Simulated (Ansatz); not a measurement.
# KPt (P-6m2) in Ansatz: convergence with k mesh

Aim: find how far k mesh must go before the results for KPt settle, at r2SCAN. This setting moves, with any that are tied to it; all else stays.

Program: Ansatz 0.2.0. These are calculated values, not measurements. Logs are shortened: lines on timing, memory, paths and dates and some standing lists are left out, and cuts for length are marked.

## Step 1: Starting point

The structure is hexagonal, space group P-6m2 (No. 187). The conventional cell has a = 3.001 Å, b = 3.001 Å, c = 5.346 Å, α = 90.00°, β = 90.00°, γ = 120.00°. Pt (site symmetry -6m2) has 6 Pt at 3.00 Å and 6 K at 3.19 Å as nearest neighbours. K (site symmetry -6m2) is surrounded by 6 K at 3.00 Å and 6 Pt at 3.19 Å.

The cell comes from a database or a generator and needn't be the stable form of this composition.

## Step 2: With k mesh 3 × 3 × 2

input.yaml reads:

```yaml
crystal:
  lattice:
    - [3.0008472788, 0.0, 0.0]
    - [-1.5004236394, 2.5988099763, 0.0]
    - [0.0, 0.0, 5.345578]
  atoms:
    - { symbol: Pt, position: [0.6666666667, 0.3333333333, 0.0] }
    - { symbol: K, position: [0.0, 0.0, 0.5] }
hamiltonian:
  xc: r2scan
  pseudopotentials: { kind: paw }
kpoints:
  mp_grid: { grid: [3, 3, 2] }
scf:
  occupations: { method: cold, width: 0.1 }
output:
  forces: true
  stress: true
  eigenvalues: true
```

Potentials or basis: Ansatz PAW.

Launch:

```console
$ ansatz run input.yaml --threads 2 --pin off --max-ram 5632MiB --backend cpu --events-out ev --progress --plain --runs-dir out
```

It took 1.2 s on 2 threads of Arm Neoverse V1, shared host; peak memory 0.37 GiB.

Results:

| Quantity | Value |
| --- | --- |
| Free energy | -14078.5076 eV |
| Pressure | 0.0 GPa |
| Band gap on the k mesh | none (metal or under the smearing width) |

## Step 3: With k mesh 4 × 4 × 2

input.yaml: that of step 2 with these lines changed.

```diff
@@ -12,3 +12,3 @@
 kpoints:
-  mp_grid: { grid: [3, 3, 2] }
+  mp_grid: { grid: [4, 4, 2] }
 scf:
```

Potentials or basis: Ansatz PAW.

Launch:

```console
$ ansatz run input.yaml --threads 2 --pin off --max-ram 5632MiB --backend cpu --events-out ev --progress --plain --runs-dir out
```

It took 1.3 s on 2 threads of Arm Neoverse V1, shared host; peak memory 0.37 GiB.

Results:

| Property | Result |
| --- | --- |
| Free energy | -14078.9197 eV |
| Pressure | -1.6 GPa |
| Band gap on the k mesh | none (metal or under the smearing width) |

## Step 4: With k mesh 5 × 5 × 3

input.yaml: that of step 3 with these lines changed.

```diff
@@ -12,3 +12,3 @@
 kpoints:
-  mp_grid: { grid: [4, 4, 2] }
+  mp_grid: { grid: [5, 5, 3] }
 scf:
```

Launch:

```console
$ ansatz run input.yaml --threads 2 --pin off --max-ram 5632MiB --backend cpu --events-out ev --progress --plain --runs-dir out
```

It took 1.5 s on 2 threads of Arm Neoverse V1, shared host; peak memory 0.37 GiB.

Results:

| Item | Value |
| --- | --- |
| Free energy | -14078.6901 eV |
| Pressure | -2.2 GPa |
| Band gap on the k mesh | none (metal or under the smearing width) |

## Step 5: With k mesh 6 × 6 × 3

input.yaml: that of step 4 with these lines changed.

```diff
@@ -12,3 +12,3 @@
 kpoints:
-  mp_grid: { grid: [5, 5, 3] }
+  mp_grid: { grid: [6, 6, 3] }
 scf:
```

Launch:

```console
$ ansatz run input.yaml --threads 2 --pin off --max-ram 5632MiB --backend cpu --events-out ev --progress --plain --runs-dir out
```

It took 1.7 s on 2 threads of Arm Neoverse V1, shared host; peak memory 0.38 GiB.

What came out:

```
Free energy            : -14078.9388 eV
Pressure               : -2.3 GPa
Band gap on the k mesh : none (metal or under the smearing width)
```

## Step 6: With k mesh 7 × 7 × 4

input.yaml: that of step 5 with these lines changed.

```diff
@@ -12,3 +12,3 @@
 kpoints:
-  mp_grid: { grid: [6, 6, 3] }
+  mp_grid: { grid: [7, 7, 4] }
 scf:
```

Potentials or basis: Ansatz PAW.

Launch:

```console
$ ansatz run input.yaml --threads 2 --pin off --max-ram 5632MiB --backend cpu --events-out ev --progress --plain --runs-dir out
```

Wall time 2.5 s (2 threads of Arm Neoverse V1, shared host); peak memory 0.39 GiB.

It converged, with:

- Free energy: -14078.8085 eV
- Pressure: -2.6 GPa
- Band gap on the k mesh: none (metal or under the smearing width)

## Step 7: With k mesh 9 × 9 × 5

input.yaml: that of step 6 with these lines changed.

```diff
@@ -12,3 +12,3 @@
 kpoints:
-  mp_grid: { grid: [7, 7, 4] }
+  mp_grid: { grid: [9, 9, 5] }
 scf:
```

Launch:

```console
$ ansatz run input.yaml --threads 2 --pin off --max-ram 5632MiB --backend cpu --events-out ev --progress --plain --runs-dir out
```

It took 3.3 s on 2 threads of Arm Neoverse V1, shared host; peak memory 0.4 GiB.

It converged, with:

```yaml
Free_energy: -14078.8647 eV
Pressure: -2.0 GPa
Band_gap_on_the_k_mesh: none (metal or under the smearing width)
```

## Step 8: With k mesh 11 × 11 × 6

input.yaml: that of step 7 with these lines changed.

```diff
@@ -12,3 +12,3 @@
 kpoints:
-  mp_grid: { grid: [9, 9, 5] }
+  mp_grid: { grid: [11, 11, 6] }
 scf:
```

Launch:

```console
$ ansatz run input.yaml --threads 2 --pin off --max-ram 5632MiB --backend cpu --events-out ev --progress --plain --runs-dir out
```

Run time: 5.6 s. Hardware: 2 threads of Arm Neoverse V1, shared host; peak memory 0.45 GiB.

The run converged. Its results:

```
Free energy            : -14078.8807 eV
Pressure               : -2.2 GPa
Band gap on the k mesh : none (metal or under the smearing width)
```

## Step 9: With k mesh 14 × 14 × 7

input.yaml: that of step 8 with these lines changed.

```diff
@@ -12,3 +12,3 @@
 kpoints:
-  mp_grid: { grid: [11, 11, 6] }
+  mp_grid: { grid: [14, 14, 7] }
 scf:
```

Potentials or basis: Ansatz PAW.

Launch:

```console
$ ansatz run input.yaml --threads 2 --pin off --max-ram 5632MiB --backend cpu --events-out ev --progress --plain --runs-dir out
```

Run time: 7 s. Hardware: 2 threads of Arm Neoverse V1, shared host; peak memory 0.48 GiB.

The run converged. Its results:

* Free energy: -14078.8726 eV
* Pressure: -2.4 GPa
* Band gap on the k mesh: none (metal or under the smearing width)

## Step 10: With k mesh 17 × 17 × 8

input.yaml: that of step 9 with these lines changed.

```diff
@@ -12,3 +12,3 @@
 kpoints:
-  mp_grid: { grid: [14, 14, 7] }
+  mp_grid: { grid: [17, 17, 8] }
 scf:
```

Potentials or basis: Ansatz PAW.

Launch:

```console
$ ansatz run input.yaml --threads 2 --pin off --max-ram 5632MiB --backend cpu --events-out ev --progress --plain --runs-dir out
```

The log of the run:

```text
Warning: RAYON_NUM_THREADS=2 ignored (pool sized by the plan → 2); use --threads N
Engine: ansatz 0.2.0, aarch64-unknown-linux-gnu
Pseudopotentials: kind: paw
Pseudopotential: Pt, paw, valence charge 18, recommended cutoff 500 eV (meta_gga), Pt.paw.azcp
Pseudopotential: K, paw, valence charge 9, recommended cutoff 500 eV (meta_gga), K.paw.azcp
Functional definition: r2SCAN
  parameter k0 = 0.174
  parameter k1 = 0.065
  parameter a1 = 4.9479
  exchange = r2scan_x(k0 = k0, k1 = k1, a1 = a1)
  correlation = r2scan_c
Crystal: 2 atoms, lattice volume = 41.688 Å³
Basis set: ecut = 500 eV, 1087 PW (Γ), exchange–correlation on 96×96×160 points (64 copies of the dense FFT grid, shifted against one another)
Bands: 18, of which v1, the nominal top of the filled ones, is band 14 counted from 1 (13 counted from 0)
Symmetry: 12 space group operations
Space group: P-6m2 (ITA 187), of the structure as read, at distance tolerance 3.5e-5 Å
k-points: 165 of 2312 (time reversal used)
Non-local potential: Pt, projectors of the file, l = 0: 3, l = 1: 2, l = 2: 2, l = 3: 1
Non-local potential: K, projectors of the file, l = 0: 3, l = 1: 2, l = 2: 2
PAW form: soft (Blöchl's): semilocal exchange-correlation on the pseudo side does not see the compensation charge
PAW frozen core: Pt, regenerated for the run's functional (the file was generated under x = pbe(κ = 0.804, μ = 0.2195149727645171), c = pbe(β = 0.06672455060314922))
PAW frozen core: K, regenerated for the run's functional (the file was generated under x = pbe(κ = 0.804, μ = 0.2195149727645171), c = pbe(β = 0.06672455060314922))
PAW one-centre angular grid: Pt, 590 points (default); XC on 160 Gauss nodes
PAW one-centre angular grid: K, 302 points (default); XC on 160 Gauss nodes
Initial density: superposition of atomic densities (neutral atoms: chi_scale 0, normalization atom), corrected by the library's trained network
Initial wavefunctions: pseudopotential atomic-orbital guess
Functional: x = r2scan, c = r2scan; τ floored in thin density (d = 2e-4 eV/Å³)
SCF iter   1: F=—  HF=-14078.878671 eV  |F-HF|=—  |Δ(HF+E_count)|=         —  Δρ=1.82e-2  dr2=2.17e-1  dr2_τ=1.84e-2  ethr=1.77e-3  ⟨swp⟩=6.4  Hψ=16352  notcnv=0
preconditioner: auto → Kerker (q_TF=auto, 2.538 Å⁻¹)  [metal: Δε(μ)=0.020 eV  Ē_g=11.701 eV  σ=0.100 eV  W_gap=0.13  n_scr=10 (ndim 8)  ℏωp=23.7 eV  f_vac=0.000  D(μ)=0.85/eV (n_scr^D=2)]
SCF iter   2: F=—  HF=-14078.872488 eV  |F-HF|=—  |Δ(HF+E_count)|=   6.18e-3  S|Δr|=    0.00e0  Δρ=5.49e-3  dr2=2.58e-2  dr2_τ=4.96e-3  ethr=8.02e-4  ⟨swp⟩=2.0  Hψ=5033  notcnv=0  defer=65
SCF iter   3: F=—  HF=-14078.870448 eV  |F-HF|=—  |Δ(HF+E_count)|=   2.04e-3  S|Δr|=    0.00e0  Δρ=2.63e-3  dr2=7.07e-3  dr2_τ=1.05e-4  ethr=9.56e-5  ⟨swp⟩=1.2  Hψ=2955  notcnv=0  defer=65
SCF iter   4: F=—  HF=-14078.869232 eV  |F-HF|=—  |Δ(HF+E_count)|=   1.22e-3  S|Δr|=    0.00e0  Δρ=9.68e-4  dr2=7.06e-4  dr2_τ=2.12e-5  ethr=2.62e-5  ⟨swp⟩=2.4  Hψ=3724  notcnv=0  defer=65
SCF iter   5: F=—  HF=-14078.869119 eV  |F-HF|=—  |Δ(HF+E_count)|=   1.12e-4  S|Δr|=    0.00e0  Δρ=3.56e-4  dr2=1.02e-4  dr2_τ=7.02e-6  ethr=2.61e-6  ⟨swp⟩=2.0  Hψ=3878  notcnv=0  defer=65
SCF iter   6: F=—  HF=-14078.869119 eV  |F-HF|=—  |Δ(HF+E_count)|=   6.50e-9  S|Δr|=    0.00e0  Δρ=1.35e-4  dr2=1.09e-5  dr2_τ=9.71e-7  ethr=3.76e-7  ⟨swp⟩=2.1  Hψ=3779  notcnv=0  defer=65
SCF iter   7: F=—  HF=-14078.869122 eV  |F-HF|=—  |Δ(HF+E_count)|=   2.27e-6  S|Δr|=    0.00e0  Δρ=3.11e-5  dr2=6.67e-7  dr2_τ=1.42e-8  ethr=4.05e-8  ⟨swp⟩=2.2  Hψ=3931  notcnv=0  defer=65
SCF iter   8: F=-14078.869122 eV  HF=-14078.869122 eV  |F-HF|=4.25e-8  |Δ(HF+E_count)|=   9.95e-8  S|Δr|=    0.00e0  Δρ=9.61e-6  dr2=8.29e-8  dr2_τ=4.69e-9  ethr=3.70e-10  ⟨swp⟩=7.0  Hψ=14704  notcnv=0
SCF 1 converged in 8 iterations: F = -14078.869122 eV  dr2 = 8.29e-8
SCF converged after 8 iterations
Stability not checked: this state was not tested for a lower state beside it, because cold or Methfessel-Paxton smearing, or corrected tetrahedra, fill the levels in a way that the test cannot read (fill_not_monotonic; see scf.lower_state_search)
Free energy (F): -14078.869122 eV
Harris-Foulkes:  -14078.869122 eV  (|F-HF|=4.25e-8)
Internal energy: -14078.867864 eV  (E = F + TS)
E sigma→0 (E₀):  -14078.868703 eV
Entropy (-TS):   -0.001257 eV (-0.629 meV/atom)
Fermi energy:    13.252363 eV
--- Per-component energies (eV) ---
  E_band       = -357.097509
  E_kinetic    = 893.883287
  E_local      = -2728.822452  (includes V_loc(G=0)·N_el)
  E_nonlocal   = 215.836572
  E_hartree    = 1038.846944
  E_xc         = -384.146381
  E_vxc        = -524.128121  (∫ρ·V_xc dr)
  E_paw        = -10268.497943  (= ΣΔE_a)
  E_vpaw       = -324.374128  (= ΣTr[D̂ρ^β])
  E_aug_tail   = 0.000151  (compensation charges beyond the density's cutoff)
  E_vtau       = 32.825213  (kinetic-family band-sum trace: ∫τ·v_τ [+ j·A + Jᵃ·Aᵃ] dr)
  E_ewald      = -2845.540363
  E_core_change = -0.427680  (= ΣΔE_core)
  E_smearing   = -0.001257  (= −TS)
  E_closure    = 0.000000  (closes the sum)
  Σ components = -14078.869122   (vs F -14078.869122, Δ=0.00e0)
--- Forces (eV/Å), atoms counted from 1 ---
  atom   1  Pt    -0.00000000    -0.00000000     0.00000000
  atom   2  K     -0.00000000     0.00000000     0.00000000
  max |Σ_I F_I| component: 5.20e-17 eV/Å
--- Stress (GPa, compression-positive) ---
       -2.474894       0.000000       0.000000
        0.000000      -2.474894       0.000000
        0.000000       0.000000      -2.074477
  P = ⅓ Tr σ = -2.3414 GPa (-23.414 kbar)
--- Band table (eV; the first three rows and the last of 165) ---
  k-point 0: bands = ["-86.4408", "-40.0125", "-40.0125", "-40.0073", "-20.7609", "-3.2115", "-2.3641", "-2.3641", "6.5231", "9.7264", "10.7559", "10.7559", "12.0577", "12.0577", "14.9416", "15.3412", "18.9905", "18.9905"]
  k-point 1: bands = ["-86.4408", "-40.0125", "-40.0125", "-40.0073", "-20.7604", "-3.2251", "-2.3641", "-2.3641", "6.6029", "9.7841", "10.7538", "10.7538", "12.0571", "12.0571", "14.2731", "15.7603", "19.0094", "19.0094"]
  k-point 2: bands = ["-86.4408", "-40.0125", "-40.0125", "-40.0073", "-20.7593", "-3.2575", "-2.3642", "-2.3642", "6.8009", "9.9672", "10.7488", "10.7488", "12.0558", "12.0558", "13.3189", "16.0774", "19.0567", "19.0567"]
  k-point 164: bands = ["-86.4322", "-40.1346", "-40.1150", "-39.9853", "-20.2215", "-4.0729", "-3.7992", "-2.6702", "10.1735", "10.2568", "10.5104", "10.5998", "10.8004", "15.7065", "16.4780", "16.8855", "18.0669", "19.7124"]
```

Wall time 12 s (2 threads of Arm Neoverse V1, shared host); peak memory 0.53 GiB.

Results:

```yaml
Free_energy: -14078.8691 eV
Pressure: -2.3 GPa
Band_gap_on_the_k_mesh: none (metal or under the smearing width)
```

## Step 11: The series at a glance

| k mesh | energy less the tightest run, at zero smearing (meV/atom) | pressure (GPa) | SCF cycles | CPU time (s) | peak memory (GiB) |
| --- | --- | --- | --- | --- | --- |
| 3 × 3 × 2 | 183.96 | -0.01 | 8 | 2.3 | 0.37 |
| 4 × 4 × 2 | -24.98 | -1.60 | 8 | 2.4 | 0.37 |
| 5 × 5 × 3 | 89.60 | -2.18 | 7 | 2.8 | 0.37 |
| 6 × 6 × 3 | -34.55 | -2.26 | 8 | 3.3 | 0.38 |
| 7 × 7 × 4 | 29.21 | -2.63 | 10 | 4.8 | 0.39 |
| 9 × 9 × 5 | 2.17 | -1.99 | 9 | 6.3 | 0.4 |
| 11 × 11 × 6 | -5.65 | -2.16 | 9 | 11 | 0.45 |
| 14 × 14 × 7 | -1.96 | -2.43 | 8 | 14 | 0.48 |
| 17 × 17 × 8 | 0.00 | -2.34 | 8 | 23 | 0.53 |

Against the tightest run, the pressure stays within 0.1 GPa from 14 × 14 × 7 on. Not settled before the last step: the energy (to 1 meV/atom). Meshes of other sizes hit other points, so gaps and Fermi surfaces needn't settle smoothly. The tightest run that finished is the yardstick and may itself not be fully converged.

Caveats: the PAW data sets come from PBE, with cores solved anew for the run's functional, which leaves a small shift of forces and pressure.
